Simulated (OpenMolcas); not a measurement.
# Sn: RASSCF and RASPT2 terms and fine-structure levels, part 3 of 3

Aim: the low terms and levels of Sn, with their order and spacing, then second-order correlation under several settings.

OpenMolcas 26.06; ANO-RCC-VQZP, DKH2, active space 4 electrons in 9 orbitals (RAS2 5s 5p; RAS3 5d, at most 2 electrons), orbitals: per spin and parity. Earlier steps stand in the parts before.

## Step 11: CASPT2: IPEA 0.5, imaginary shift 0.1 (closed shells correlated: 4d)

Input file a.inp:

```
>>> COPY JOB001 $Project.JobIph
&CASPT2
Multistate=3 1 2 3
Frozen=9 9
IPEA=0.5
Imaginary=0.1
MaxIter=60
WThr=0.0 0.3 0.05
PrWF=0.5
NoMix
>>> COPY JOB002 $Project.JobIph
&CASPT2
Multistate=6 1 2 3 4 5 6
Frozen=9 9
IPEA=0.5
Imaginary=0.1
MaxIter=60
WThr=0.0 0.3 0.05
PrWF=0.5
NoMix
>>> COPY JOB003 $Project.JobIph
&CASPT2
Multistate=1 1
Frozen=9 9
IPEA=0.5
Imaginary=0.1
MaxIter=60
WThr=0.0 0.3 0.05
PrWF=0.5
NoMix
>>> COPY JOB004 $Project.JobIph
&CASPT2
Multistate=8 1 2 3 4 5 6 7 8
Frozen=9 9
IPEA=0.5
Imaginary=0.1
MaxIter=60
WThr=0.0 0.3 0.05
PrWF=0.5
NoMix
>>> COPY JOB005 $Project.JobIph
&CASPT2
Multistate=5 1 2 3 4 5
Frozen=9 9
IPEA=0.5
Imaginary=0.1
MaxIter=60
WThr=0.0 0.3 0.05
PrWF=0.5
NoMix
```

The program printed:

```text
Orbital specifications:
      -----------------------

      Symmetry species                           1   2
                                                ag  au
      Frozen orbitals                            9   9
      Inactive orbitals                          5   0
      Active orbitals                            6   3
      Secondary orbitals                        31  30
      Deleted orbitals                           0   0
      Number of basis functions                 51  42
Type of calculation                        MS-CASPT2
      Fock operator                              state-specific
      IPEA shift                                 0.50
      Real shift                                 0.00
      Imaginary shift                            0.10
      The input orbitals will be transformed to quasi-canonical
Reference energy:       -6172.4859157233
      E2 (Non-variational):      -0.4569610285
      Shift correction:          -0.0002092919
      E2 (Variational):          -0.4571703204
      Total energy:           -6172.9430860436
      Residual norm:              0.0000009928
      Reference weight:           0.92852
      Contributions to the CASPT2 correlation energy
      Active & Virtual Only:         -0.0169067709
      One Inactive Excited:          -0.0978735191
      Two Inactive Excited:          -0.3421807386
Reference energy:       -6172.4859157233
      E2 (Non-variational):      -0.4569624107
      Shift correction:          -0.0002093075
      E2 (Variational):          -0.4571717181
      Total energy:           -6172.9430874414
      Residual norm:              0.0000009928
      Reference weight:           0.92852
      Contributions to the CASPT2 correlation energy
      Active & Virtual Only:         -0.0169089965
      One Inactive Excited:          -0.0978726749
      Two Inactive Excited:          -0.3421807393
::    CASPT2 Root  1     Total energy:  -6172.94308604
::    CASPT2 Root  2     Total energy:  -6172.94308744
::    CASPT2 Root  3     Total energy:  -6172.94308829
::    MS-CASPT2 Root  1     Total energy:  -6172.94308829
::    MS-CASPT2 Root  2     Total energy:  -6172.94308744
::    MS-CASPT2 Root  3     Total energy:  -6172.94308604
Orbital specifications:
      -----------------------

      Symmetry species                           1   2
                                                ag  au
      Frozen orbitals                            9   9
      Inactive orbitals                          5   0
      Active orbitals                            6   3
      Secondary orbitals                        31  30
      Deleted orbitals                           0   0
      Number of basis functions                 51  42
Type of calculation                        MS-CASPT2
      Fock operator                              state-specific
      IPEA shift                                 0.50
      Real shift                                 0.00
      Imaginary shift                            0.10
      The input orbitals will be transformed to quasi-canonical
Reference energy:       -6172.4512514523
      E2 (Non-variational):      -0.4666759717
      Shift correction:          -0.0003060369
      E2 (Variational):          -0.4669820087
      Total energy:           -6172.9182334610
      Residual norm:              0.0000003217
      Reference weight:           0.92067
      Contributions to the CASPT2 correlation energy
      Active & Virtual Only:         -0.0260495520
      One Inactive Excited:          -0.0984333154
      Two Inactive Excited:          -0.3421931043
Reference energy:       -6172.4512514522
      E2 (Non-variational):      -0.4665399298
      Shift correction:          -0.0002983664
      E2 (Variational):          -0.4668382962
      Total energy:           -6172.9180897484
      Residual norm:              0.0000002809
      Reference weight:           0.92094
      Contributions to the CASPT2 correlation energy
      Active & Virtual Only:         -0.0259217161
      One Inactive Excited:          -0.0984237786
      Two Inactive Excited:          -0.3421944350
::    CASPT2 Root  1     Total energy:  -6172.91823346
::    CASPT2 Root  2     Total energy:  -6172.91808975
::    CASPT2 Root  3     Total energy:  -6172.91809376
::    CASPT2 Root  4     Total energy:  -6172.91807824
::    CASPT2 Root  5     Total energy:  -6172.91807833
::    CASPT2 Root  6     Total energy:  -6172.87738158
::    MS-CASPT2 Root  1     Total energy:  -6172.91826082
::    MS-CASPT2 Root  2     Total energy:  -6172.91809414
::    MS-CASPT2 Root  3     Total energy:  -6172.91808999
::    MS-CASPT2 Root  4     Total energy:  -6172.91807828
::    MS-CASPT2 Root  5     Total energy:  -6172.91807764
::    MS-CASPT2 Root  6     Total energy:  -6172.87735424
Orbital specifications:
      -----------------------

      Symmetry species                           1   2
                                                ag  au
      Frozen orbitals                            9   9
      Inactive orbitals                          5   0
      Active orbitals                            6   3
      Secondary orbitals                        31  30
      Deleted orbitals                           0   0
      Number of basis functions                 51  42
Type of calculation                        SS-CASPT2
      Fock operator                              state-specific
      IPEA shift                                 0.50
      Real shift                                 0.00
      Imaginary shift                            0.10
      The input orbitals will be transformed to quasi-canonical
Reference energy:       -6172.3497483709
      E2 (Non-variational):      -0.4271429708
      Shift correction:          -0.0001524601
      E2 (Variational):          -0.4272954309
      Total energy:           -6172.7770438018
      Residual norm:              0.0000007207
      Reference weight:           0.93722
      Contributions to the CASPT2 correlation energy
      Active & Virtual Only:         -0.0071297614
      One Inactive Excited:          -0.0780857911
      Two Inactive Excited:          -0.3419274183
::    CASPT2 Root  1     Total energy:  -6172.77704380
Orbital specifications:
      -----------------------

      Symmetry species                           1   2
                                                ag  au
      Frozen orbitals                            9   9
      Inactive orbitals                          5   0
      Active orbitals                            6   3
      Secondary orbitals                        31  30
      Deleted orbitals                           0   0
      Number of basis functions                 51  42
Type of calculation                        MS-CASPT2
      Fock operator                              state-specific
      IPEA shift                                 0.50
      Real shift                                 0.00
      Imaginary shift                            0.10
      The input orbitals will be transformed to quasi-canonical
Reference energy:       -6172.2778412621
      E2 (Non-variational):      -0.4436627120
      Shift correction:          -0.0002771226
      E2 (Variational):          -0.4439398346
      Total energy:           -6172.7217810967
      Residual norm:              0.0000001692
      Reference weight:           0.92790
      Contributions to the CASPT2 correlation energy
      Active & Virtual Only:         -0.0188615618
      One Inactive Excited:          -0.0831283874
      Two Inactive Excited:          -0.3416727627
Reference energy:       -6172.2778412621
      E2 (Non-variational):      -0.4436622864
      Shift correction:          -0.0002771256
      E2 (Variational):          -0.4439394120
      Total energy:           -6172.7217806741
      Residual norm:              0.0000001698
      Reference weight:           0.92790
      Contributions to the CASPT2 correlation energy
      Active & Virtual Only:         -0.0188615356
      One Inactive Excited:          -0.0831279884
      Two Inactive Excited:          -0.3416727624
::    CASPT2 Root  1     Total energy:  -6172.72178110
::    CASPT2 Root  2     Total energy:  -6172.72178067
::    CASPT2 Root  3     Total energy:  -6172.72178109
::    CASPT2 Root  4     Total energy:  -6172.72178136
::    CASPT2 Root  5     Total energy:  -6172.72168216
::    CASPT2 Root  6     Total energy:  -6172.68854694
::    CASPT2 Root  7     Total energy:  -6172.68856312
::    CASPT2 Root  8     Total energy:  -6172.68856340
::    MS-CASPT2 Root  1     Total energy:  -6172.72178286
::    MS-CASPT2 Root  2     Total energy:  -6172.72178147
::    MS-CASPT2 Root  3     Total energy:  -6172.72178109
::    MS-CASPT2 Root  4     Total energy:  -6172.72177992
::    MS-CASPT2 Root  5     Total energy:  -6172.72168106
::    MS-CASPT2 Root  6     Total energy:  -6172.68856340
::    MS-CASPT2 Root  7     Total energy:  -6172.68856312
::    MS-CASPT2 Root  8     Total energy:  -6172.68854693
Orbital specifications:
      -----------------------

      Symmetry species                           1   2
                                                ag  au
      Frozen orbitals                            9   9
      Inactive orbitals                          5   0
      Active orbitals                            6   3
      Secondary orbitals                        31  30
      Deleted orbitals                           0   0
      Number of basis functions                 51  42
Type of calculation                        MS-CASPT2
      Fock operator                              state-specific
      IPEA shift                                 0.50
      Real shift                                 0.00
      Imaginary shift                            0.10
      The input orbitals will be transformed to quasi-canonical
Reference energy:       -6172.2496680660
      E2 (Non-variational):      -0.4549516467
      Shift correction:          -0.0002453731
      E2 (Variational):          -0.4551970198
      Total energy:           -6172.7048650859
      Residual norm:              0.0000002572
      Reference weight:           0.92623
      Contributions to the CASPT2 correlation energy
      Active & Virtual Only:         -0.0216250327
      One Inactive Excited:          -0.0919366252
      Two Inactive Excited:          -0.3413899889
Reference energy:       -6172.2496680660
      E2 (Non-variational):      -0.4549737663
      Shift correction:          -0.0002457455
      E2 (Variational):          -0.4552195118
      Total energy:           -6172.7048875778
      Residual norm:              0.0000002585
      Reference weight:           0.92620
      Contributions to the CASPT2 correlation energy
      Active & Virtual Only:         -0.0216471445
      One Inactive Excited:          -0.0919366329
      Two Inactive Excited:          -0.3413899889
::    CASPT2 Root  1     Total energy:  -6172.70486509
::    CASPT2 Root  2     Total energy:  -6172.70488758
::    CASPT2 Root  3     Total energy:  -6172.70488757
::    CASPT2 Root  4     Total energy:  -6172.70488169
::    CASPT2 Root  5     Total energy:  -6172.70516808
::    MS-CASPT2 Root  1     Total energy:  -6172.70516884
::    MS-CASPT2 Root  2     Total energy:  -6172.70489530
::    MS-CASPT2 Root  3     Total energy:  -6172.70488187
::    MS-CASPT2 Root  4     Total energy:  -6172.70487927
::    MS-CASPT2 Root  5     Total energy:  -6172.70486473
```

Time for this run: 22 s (1 thread, shared host).

SS-RASPT2: lowest energy less the reference's lowest, -0.4572 hartree; reference weights 0.917 to 0.937. These are the single-state energies of the run (the lines without MS-).

Spin-free terms, from the roots grouped by L:

```
configuration  term  E (cm⁻¹)  spread (cm-1)
      5s² 5p²    ³P       0.0              0
      5s² 5p²    ¹D      5480             34
      5s² 5p²    ¹S     14420              0
       5s 5p³   ⁵S°     36440              0
       5s 5p³   ³D°     48580             22
```

Levels with spin-orbit coupling, from the RASSI matrix with the averaged CASPT2 term energies on its diagonal:

| Configuration | Term | J | E (cm⁻¹) | g | Leading % | Second |
| --- | --- | --- | --- | --- | --- | --- |
| 5s² 5p² | ³P | 0 | 0.0 |  | 97 | 3 ¹S |
| 5s² 5p² | ³P | 1 | 1480 | 1.501 | 100 |  |
| 5s² 5p² | ³P | 2 | 3090 | 1.463 | 92 | 8 ¹D |
| 5s² 5p² | ¹D | 2 | 8370 | 1.038 | 92 | 8 ³P |
| 5s² 5p² | ¹S | 0 | 17380 |  | 97 | 3 ³P |
| 5s 5p³ | ⁵S° | 2 | 38790 | 1.998 | 99 |  |
| 5s 5p³ | ³D° | 1 | 50650 | 0.520 | 98 | 2 ³P° |
| 5s 5p³ | ³D° | 2 | 50650 | 1.181 | 95 | 4 ³P° |
| 5s 5p³ | ³D° | 3 | 51230 | 1.334 | 100 |  |

## Step 12: The methods side by side

A. RASSCF
B. SS-RASPT2, IPEA 0.25, imaginary shift 0.1 (closed shells correlated: 4d)
C. SS-RASPT2, IPEA 0.5, imaginary shift 0.1 (closed shells correlated: 4d)

Energies in cm⁻¹ above each method's lowest level; measured values from NIST Handbook of Basic Atomic Spectroscopic Data.

```
      level      A      B      C  measured
5s² 5p² ³P₀    0.0    0.0    0.0       0.0
5s² 5p² ³P₁   1417   1490   1480      1692
5s² 5p² ³P₂   3144   3090   3090      3428
5s² 5p² ¹D₂  10319   8310   8370      8613
5s² 5p² ¹S₀  19921  17070  17380     17162
5s 5p³ ⁵S°₂  32194  38610  38790     39626
5s 5p³ ³D°₁  47693  50160  50650          
5s 5p³ ³D°₂  47719  50170  50650          
5s 5p³ ³D°₃  48254  50740  51230
```

Mean absolute deviation from the 5 measured excited levels that all methods hold: A 2500 cm⁻¹, B 390 cm⁻¹, C 370 cm⁻¹.

## Step 13: Summary of results

What follows sums up all 3 parts.

| quantity | value |
| --- | --- |
| method | SS-RASPT2, IPEA 0.25, imaginary shift 0.1 (closed shells correlated: 4d) |
| lowest level | 5s² 5p² ³P₀, 97 % of that term |
| ground level listed by NIST | 3P0 |
| first excited level | 5s² 5p² ³P₁ at 1490 cm⁻¹ |
| lowest level of another term | 5s² 5p² ¹D₂ at 8310 cm⁻¹ |
| spin-orbit lowering of the lowest level | 2496 cm⁻¹ |
| strongest of the lines computed, by gA, at SS-RASPT2 energies | 5s 5p³ ³D°₃ → 5s² 5p² ³P₂, 209.9 nm, A = 3.75e+06 s⁻¹ |

Cost and accuracy by method:

```
                                           method  time of its own steps  time with the reference  mean absolute difference from the measured levels (cm-1)
                                        A. RASSCF                   36 s                     36 s                                                      2500
B. SS-RASPT2, IPEA 0.25, imaginary shift 0.1, +4d                   22 s                     58 s                                                       390
 C. SS-RASPT2, IPEA 0.5, imaginary shift 0.1, +4d                   22 s                     58 s                                                       370
```

Times are of one thread on a shared host.

**Reading.** The multiplet ³P is regular; its intervals divided by the larger J differ by 60 % of their mean, where Landé's rule for pure LS coupling makes them equal. Second-order correlation (method B) scales the levels of the lowest configuration above 5000 cm⁻¹ by 0.81 to 0.86. Method C lies closest to the measured levels (370 cm⁻¹ on average) and A farthest (2500). Only the configurations of the active space and the roots asked for are present. Not all states of the active space went into the spin-orbit step. CASPT2 does not keep the components of a term degenerate, and the means are used. The levels of the extra active shells were not computed. Only valence configurations of the active space appear, up to the ionisation limit; * or ° marks odd parity.
